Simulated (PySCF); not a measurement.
**RuO₂H: quartet, from a trigonal planar start**

Where does quartet RuO₂H go from a trigonal planar start, is the end point a minimum, and what are its modes, charges and moments?

Program: PySCF 2.14.0. Level of theory: PBE0, basis Ru def2-TZVP with ECP28, O def2-TZVP, H def2-TZVP, scalar-relativistic core potentials, no spin–orbit coupling, density fitting. These are calculated values, not measurements.

## 1. Where the work starts

4 atoms, charge 0, spin multiplicity 4.

Bond lengths: Ru1–O2 1.710 Å, Ru1–O3 1.710 Å, Ru1–H4 1.570 Å. Angles: O2–Ru1–O3 120.0°, O2–Ru1–H4 120.0°, O3–Ru1–H4 120.0°.

Z-matrix (Å, degrees; charge 0 multiplicity 4):
```
Ru
O  1 1.7100
O  1 1.7100 2 120.00
H  1 1.5700 2 120.00 3 180.00
```

## 2. First SCF at the start

One driver script runs all steps and calls PySCF; scf.py shows how it sets up the SCF of each step. The optimiser is the driver's own. After this first run the driver tries any further starts and a stability analysis.

File scf.py:

```python
from pyscf import gto, scf, dft
mol = gto.M(atom='''
Ru     0.000000     0.000000     0.000000
O     -0.855000     1.480900     0.000000
O     -0.855000    -1.480900     0.000000
H      1.570000     0.000000     0.000000''',
    basis={'Ru': 'def2-TZVP', 'O': 'def2-TZVP', 'H': 'def2-TZVP'},
    ecp={'Ru': 'def2-TZVP'},
    charge=0, spin=3)
mf = dft.UKS(mol, xc='PBE0')
mf.grids.atom_grid = (50, 194)
aux = {'Ru': 'def2-universal-JKFIT', 'O': 'def2-universal-JKFIT', 'H': 'def2-universal-JKFIT'}
mf = mf.density_fit(auxbasis=aux)
mf.conv_tol = 1e-08
mf.diis_space = 10
mf.max_cycle = 60
mf.init_guess = 'minao'
mf.verbose = 4
mf.kernel()
```

On the command line:

```sh
> OMP_NUM_THREADS=4 python axn.py task.json out
```

The log of the run:

```text
init E= -237.855275802734
[... the frontier-level lines of each cycle are left out ...]
cycle= 1 E= -245.535832886409  delta_E= -7.68  |g|= 0.683  |ddm|= 3.01
cycle= 2 E= -245.30136855426  delta_E= 0.234  |g|= 1.06  |ddm|= 1.14
cycle= 3 E= -245.709797229602  delta_E= -0.408  |g|= 0.383  |ddm|= 0.725
cycle= 4 E= -245.753676119324  delta_E= -0.0439  |g|= 0.152  |ddm|= 0.233
cycle= 5 E= -245.762519641175  delta_E= -0.00884  |g|= 0.0247  |ddm|= 0.0754
cycle= 6 E= -245.762860085666  delta_E= -0.00034  |g|= 0.00613  |ddm|= 0.0241
cycle= 7 E= -245.762953676363  delta_E= -9.36e-05  |g|= 0.00368  |ddm|= 0.0159
cycle= 8 E= -245.762973458461  delta_E= -1.98e-05  |g|= 0.00117  |ddm|= 0.00749
cycle= 9 E= -245.76297609896  delta_E= -2.64e-06  |g|= 0.000666  |ddm|= 0.00315
cycle= 10 E= -245.762976512866  delta_E= -4.14e-07  |g|= 0.00014  |ddm|= 0.00111
cycle= 11 E= -245.762976550933  delta_E= -3.81e-08  |g|= 4.61e-05  |ddm|= 0.000354
cycle= 12 E= -245.762976555973  delta_E= -5.04e-09  |g|= 3.17e-05  |ddm|= 0.000136
Extra cycle  E= -245.762976552866  delta_E= 3.11e-09  |g|= 0.000103  |ddm|= 6.3e-05
converged SCF energy = -245.762976552866  <S^2> = 3.763374  2S+1 = 4.0066814
```

This step, with its further starts and checks, needed 8.9 s of wall time on 4 threads of Arm Neoverse V2, shared host.

Energies from each starting density:

```
                      start  energy (Eh)
    the minimal-basis guess  -245.762977
a thermally smeared density  -245.762977
      a smeared PBE density  -245.762977
```

The test of internal stability and the other starts found no lower solution of this spin.

## 3. Relaxation: trigonal planar start, quartet

The program finds C2v symmetry in the start, which this walk keeps. The walk stops when the largest gradient is under 0.0003 Eh/bohr and the energy has settled too.

scf.py, as its differences from that of step 2:

```diff
@@ -3,4 +3,4 @@
-Ru     0.000000     0.000000     0.000000
-O     -0.855000     1.480900     0.000000
-O     -0.855000    -1.480900     0.000000
-H      1.570000     0.000000     0.000000''',
+Ru     0.191020     0.000000     0.000000
+O     -0.663980     1.480900     0.000000
+O     -0.663980    -1.480900     0.000000
+H      1.761020     0.000000     0.000000''',
@@ -17 +16,0 @@
-mf.init_guess = 'minao'
```

Energy and gradient, step by step:

| step | energy (Eh) | change (kJ/mol) | largest symmetric gradient (Eh/bohr) |
| --- | --- | --- | --- |
| 0 | -245.762977 | 0.00 | 0.04066 |
| 1 | -245.764803 | -4.79 | 0.01081 |
| 2 | -245.765235 | -5.93 | 0.00333 |
| 3 | -245.765288 | -6.07 | 0.00012 |
| 4 | -245.765288 | -6.07 | 0.00008 |

The walk took 7.1 s.

Positions (Å) and forces (eV/Å) along the way:

```
step 0
Ru   0.191   0.000   0.000  -2.091   0.000   0.000
O   -0.664   1.481   0.000   0.481  -0.885   0.000
O   -0.664  -1.481   0.000   0.481   0.885   0.000
H    1.761   0.000   0.000   1.129   0.000   0.000
step 1
Ru   0.175   0.000   0.000  -0.076   0.000   0.000
O   -0.666   1.456   0.000  -0.240   0.243   0.000
O   -0.666  -1.456   0.000  -0.240  -0.243   0.000
H    1.781   0.000   0.000   0.556   0.000   0.000
step 2
Ru   0.175   0.000   0.000  -0.042   0.001   0.000
O   -0.678   1.454   0.000  -0.064   0.033   0.000
O   -0.678  -1.454   0.000  -0.065  -0.034   0.000
H    1.805   0.000   0.000   0.171   0.000   0.000
step 3
Ru   0.176   0.000   0.000   0.005   0.000   0.000
O   -0.684   1.451   0.000  -0.006  -0.005   0.000
O   -0.684  -1.451   0.000  -0.006   0.005   0.000
H    1.817   0.000   0.000   0.006   0.000   0.000
step 4
Ru   0.176   0.000   0.000   0.004   0.000   0.000
O   -0.685   1.450   0.000  -0.001  -0.002   0.000
O   -0.685  -1.450   0.000  -0.001   0.002   0.000
H    1.818   0.000   0.000  -0.002   0.000   0.000
```

It settles in C2v symmetry, 6.1 kJ/mol below the start, after 4 steps: Ru–H 1.642 Å, Ru–O 1.687 Å (×2); H–Ru–O 120.7° (×2), O–Ru–O 118.6°.

## 4. Hessian and properties

The point is checked on the finer grid, and tightened if its gradient asks for it. The Hessian and the dipole derivatives come from central differences of analytic gradients, with steps of 0.02 bohr.

scf.py, as its differences from that of step 3:

```diff
@@ -3,4 +3,4 @@
-Ru     0.191020     0.000000     0.000000
-O     -0.663980     1.480900     0.000000
-O     -0.663980    -1.480900     0.000000
-H      1.761020     0.000000     0.000000''',
+Ru     0.192517     0.000000     0.000000
+O     -0.669917     1.449882     0.000000
+O     -0.669917    -1.449882     0.000000
+H      1.834039     0.000000     0.000000''',
@@ -11 +11 @@
-mf.grids.atom_grid = (50, 194)
+mf.grids.atom_grid = (75, 302)
@@ -14 +14 @@
-mf.conv_tol = 1e-08
+mf.conv_tol = 1e-10
```

The driver hands on the density of the step before, so the log starts near convergence.

Log of the central SCF (cycles and frontier levels):

```text
init E= -245.765302733484
[... the frontier-level lines of each cycle are left out ...]
cycle= 1 E= -245.76530272936  delta_E= 4.12e-09  |g|= 0.000112  |ddm|= 5.92e-05
cycle= 2 E= -245.765302668407  delta_E= 6.1e-08  |g|= 0.000432  |ddm|= 0.000227
cycle= 3 E= -245.765302733783  delta_E= -6.54e-08  |g|= 2.76e-06  |ddm|= 0.00018
cycle= 4 E= -245.765302733785  delta_E= -2.61e-12  |g|= 2.41e-07  |ddm|= 1.35e-06
Extra cycle  E= -245.765302733785  delta_E=    0  |g|= 5.25e-07  |ddm|= 4.49e-07
converged SCF energy = -245.765302733785  <S^2> = 3.7637805  2S+1 = 4.0068843
```

The whole step took 37 s.

Geometry: C2v; Ru–H 1.642 Å, Ru–O 1.687 Å (×2); H–Ru–O 120.7° (×2), O–Ru–O 118.5°.

Modes, for the most abundant isotopes:

```json
{"symmetry": "b1", "ω (cm⁻¹)": "157", "IR (km/mol)": "45.7", "μ (u)": "1.20", "type": "bend"}
{"symmetry": "a1", "ω (cm⁻¹)": "309", "IR (km/mol)": "1.8", "μ (u)": "17.38", "type": "bend"}
{"symmetry": "b2", "ω (cm⁻¹)": "675", "IR (km/mol)": "0.0", "μ (u)": "1.15", "type": "bend"}
{"symmetry": "b2", "ω (cm⁻¹)": "916", "IR (km/mol)": "114", "μ (u)": "7.70", "type": "mixed"}
{"symmetry": "a1", "ω (cm⁻¹)": "979", "IR (km/mol)": "28.4", "μ (u)": "17.23", "type": "stretch"}
{"symmetry": "a1", "ω (cm⁻¹)": "1995", "IR (km/mol)": "96.2", "μ (u)": "1.02", "type": "stretch"}
```

All wavenumbers are real: a minimum.

Constants and moments:

- Dipole moment: 1.76 D
- Highest occupied level: -7.71 eV
- Lowest empty level: -4.65 eV
- Rotational constants: 0.7832, 0.2507, 0.1899 cm⁻¹
- Zero-point energy: 30.1 kJ/mol
- Principal polarisabilities: 26.7, 44.2, 50.4 bohr³
- Atomisation energy without zero-point energy: 1136 kJ/mol
- Principal traceless quadrupole moments about the centre of mass: -5.69, -0.07, 5.76 D Å
- Entropy at 298.15 K and 1 bar (electronic part: spin only): 292.2 J/(mol K)
- Heat capacity Cp at 298.15 K: 55.5 J/(mol K)
- Enthalpy at 298.15 K above 0 K: 13.21 kJ/mol
- Rotational symmetry number: 2
- Spin squared ⟨S²⟩: 3.764

Populations by atom (charges in e):

| atom | Mulliken | Löwdin | polar tensor | spin (Mulliken) | Mayer order to Ru1 |
| --- | --- | --- | --- | --- | --- |
| Ru1 | 1.08 | 0.58 | 1.18 | 2.09 | – |
| O2,3 | -0.52 | -0.27 | -0.49 | 0.49 | 1.71 |
| H4 | -0.05 | -0.04 | -0.19 | -0.07 | 0.90 |

Outer orbital energies (eV). α occupied: -13.42, -12.77, -12.67, -9.89, -9.86, -9.39, -9.08, -7.71; empty: -2.81, -2.35, -0.20, 0.66. β occupied: -26.05, -13.16, -12.69, -11.74, -11.18, -10.14, -9.57, -9.56; empty: -4.65, -4.58, -2.81, -2.00.

Mulliken populations on Ru1 (outside its core potential): s 2.48, p 6.33, d 6.07, f 0.03.

## 5. What came out

| quantity | value |
| --- | --- |
| minimum | quartet, C2v |
| geometry | Ru–H 1.642 Å, Ru–O 1.687 Å (×2); H–Ru–O 120.7° (×2), O–Ru–O 118.5° |
| wavenumbers (cm⁻¹) | 157 (b1), 309 (a1), 675 (b2), 916 (b2), 979 (a1), 1995 (a1) |
| dipole moment | 1.76 D |
| highest occupied, lowest empty level (either spin) | -7.71, -4.65 eV |
| polar-tensor charge of Ru1 | +1.18 e |
| zero-point energy | 30.1 kJ/mol |
| entropy at 298.15 K | 292.2 J/(mol K) |
| atomisation energy (no zero-point energy) | 1136 kJ/mol |
| ⟨S²⟩ | 3.764 |

What this shows: The trigonal planar start keeps its C2v symmetry and ends in a minimum. In the infrared the band at 916 cm⁻¹ (b2, mixed) leads. Most of the spin sits on Ru1 (Mulliken spin 2.09, against 3 for the whole molecule). Only this shape and spin were tried, so other structures or states may lie lower. One determinant may miss the lowest occupation of an open d or f shell.

The search up to here took 53 s.
